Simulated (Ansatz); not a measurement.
# WCl+ (singlet): wave-function methods side by side, def2-SVP

One table from this session's results is given with a row withheld; the runs are named, their logs left out.

The runs use Ansatz 0.2.0, Gaussian basis; def2-SVP, core rule «outside noble gas», up to 9 orbitals frozen.

Plan: UHF; CCSD(T) on RHF; CCSD(T) on UHF; CISD; CCSDT(Q) on RHF; CCSDT(Q) on UHF; CASSCF and MRCISD+Q, 12 electrons in 10 orbitals; CASSCF and NEVPT4(SD), 12 electrons in 10 orbitals; CASSCF and NEVPT2, 12 electrons in 10 orbitals.

12 further runs of the same task are left out: 2 for a mislabelled method, 2 that didn't finish, 8 set aside as unsound or not needed.

### The system

The geometry is a PBE0/def2-TZVP stationary point (not a proven minimum) of the parent state, kept for this charge and spin. No spin-orbit coupling is included. Elements past krypton take def2 core potentials.

2 atoms, charge 1, spin multiplicity 1.

Atoms are counted from 1 here; the program's logs count them from 0.

Bond lengths: W1–Cl2 2.244 Å.

Set-up of the first run:

The input, in.yaml:

```yaml
crystal:
  periodic: [false, false, false]
  atoms:
    - {symbol: W, position_ang: [0.000000, 0.000000, 0.000000]}
    - {symbol: Cl, position_ang: [0.000000, 0.000000, 2.243923]}
basis:
  gaussian: {orbitals: def2-SVP}
total_charge: 1
magnetization: {spin_polarized: true, initial_magnetization: 0}
hamiltonian: {xc: hf}
output: {orbitals: {seedname: orbitals}}
```

Launch:

```sh
$ ansatz run in.yaml --threads 1 --pin off --events-out ev --progress --plain --max-ram 2393MiB
```

Steps of the session up to this table: UHF; CCSD(T) on RHF; CCSD(T) on UHF; CISD; CCSDT(Q) on RHF; CCSDT(Q) on UHF; CASSCF and MRCISD+Q, 12 electrons in 10 orbitals; CASSCF and NEVPT4(SD), 12 electrons in 10 orbitals; CASSCF and NEVPT2, 12 electrons in 10 orbitals.

One table of the session follows, with a row left open; its other results are not shown here.

```
            method  from RCCSDT(Q) (meV)
               RHF               +7518.3
               UHF               +5918.7
              RMP2               +1505.4
              UMP2                +407.3
             RCCSD                +689.9
             UCCSD                -942.2
          RCCSD(T)                +274.2
          UCCSD(T)               -1829.3
            RCCSDT                 +78.7
            UCCSDT               -2222.1
         RCCSDT(Q)                     0
         UCCSDT(Q)               -2144.2
    CASSCF valence                     ?
    NEVPT2 valence               +1261.3
NEVPT4(SD) valence                +184.5
    MRCISD valence                +501.2
  MRCISD+Q valence                 +96.3
```

Q: Estimate the row for CASSCF valence from the others.

The run gave: from RCCSDT(Q) (meV): +5561.1. In the column «from RCCSDT(Q) (meV)» it lies between RMP2 (+1505.4) and UHF (+5918.7).

Among the levels timed on like hardware and quicker than the yardstick, those that no quicker one beats, quickest first: UHF (4.1 s, +5918.7 meV); RCCSD(T) (8.5 s, +274.2 meV); NEVPT4(SD) valence (14 s, +184.5 meV); MRCISD+Q valence (15 s, +96.3 meV).

Not comparable, so not listed: CISD (they don't share determinant, frozen orbitals or solution with the rows shown, or repeat one).

To keep in mind: The determinant is far from a pure spin state, so its energy mixes those of several spin states (harmless only where they are near-degenerate, as at dissociation). The report flags that the cluster equations may have other roots. The program flags UCCSD(T), RCCSDT(Q), UCCSDT(Q) as in doubt, so the zero of the table is itself unsure. With 2.9 effectively unpaired electrons against 0 the state is strongly multireference. Warnings: restricted reference is unstable; spin contamination; coupled cluster took another determinant than the lowest; large T1 diagnostic. Restricted and unrestricted rows rest on different reference determinants; where their highest levels disagree by more than a few hundredths of an eV, they describe different states and don't form one ladder. Warnings in the runs' records: other amplitudes, other roots.
